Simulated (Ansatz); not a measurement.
# CH4GaO radical: single points off equilibrium

An exercise on one series of results from a longer session: the logs are not shown, and one member is left open.

Method: single points in def2-TZVPP; program: Ansatz 0.2.0, Gaussian basis.

Correlated methods freeze the cores. Filled d shells of the heavier atoms are correlated. Orbitals are unrestricted. B3LYP uses VWN-RPA correlation.

## The system as given

SMILES `[CH3][Ga][OH]`, 7 atoms, charge 0, spin multiplicity 2.

Atoms are counted from 1 here; the program's logs count them from 0.

Bond lengths: C1–Ga2 2.183 Å, C1–H4 1.230 Å, C1–H5 1.106 Å, C1–H6 1.123 Å, Ga2–O3 1.850 Å, O3–H7 0.973 Å. Angles: Ga2–C1–H4 107.4°, Ga2–C1–H5 108.4°, Ga2–C1–H6 117.2°, H4–C1–H5 106.5°, H4–C1–H6 107.9°, H5–C1–H6 108.9°, C1–Ga2–O3 111.6°, Ga2–O3–H7 166.2°.

As a file:

```xyz
7
charge 0, multiplicity 2
C    -0.9995    0.6458   -0.2742
Ga    0.9122   -0.2332   -0.8575
O     1.7541   -1.0423    0.5770
H    -1.8828   -0.1468   -0.5967
H    -1.1629    1.5595   -0.8765
H    -1.1395    0.8960    0.8113
H     2.1631   -1.6628    1.2055
```

Set-up of the first run:

Input file run/in.yaml:

```yaml
crystal:
  periodic: [false, false, false]
  atoms:
    - {symbol: C, position_ang: [-0.999500, 0.645800, -0.274200]}
    - {symbol: Ga, position_ang: [0.912200, -0.233200, -0.857500]}
    - {symbol: O, position_ang: [1.754100, -1.042300, 0.577000]}
    - {symbol: H, position_ang: [-1.882800, -0.146800, -0.596700]}
    - {symbol: H, position_ang: [-1.162900, 1.559500, -0.876500]}
    - {symbol: H, position_ang: [-1.139500, 0.896000, 0.811300]}
    - {symbol: H, position_ang: [2.163100, -1.662800, 1.205500]}
basis:
  gaussian: {orbitals: def2-TZVPP}
magnetization: {spin_polarized: true, initial_magnetization: 1}
correlation: {method: ccsd_t}
scf: {omitted_lower_state_checks: [cluster_reference]}
```

No record of the launch command was kept for these runs.

Steps of the session up to this table: CCSD(T)/def2-TZVPP; PBE0-D4/def2-TZVPP; wB97M-V/def2-TZVPP; r2SCAN-D4/def2-TZVPP; PBE-D4/def2-TZVPP; revPBE-D4/def2-TZVPP; B3LYP-D4/def2-TZVPP.

One of the session's tables, all rows but one given; the rest of the session is left out.

| method | RMS force component (eV/Å) | dipole (D) |
| --- | --- | --- |
| PBE0-D4 | 1.032 | 0.71 |
| wB97M-V | 1.035 | 0.71 |
| r2SCAN-D4 | 1.013 | 0.62 |
| PBE-D4 | 0.904 | 0.58 |
| revPBE-D4 | ? | ? |
| B3LYP-D4 | 0.995 | 0.72 |

Q: Estimate the row for revPBE-D4 from the others.

**Answer.** RMS force component (eV/Å): 0.880; dipole (D): 0.57. In the column «RMS force component (eV/Å)» it is the lowest.
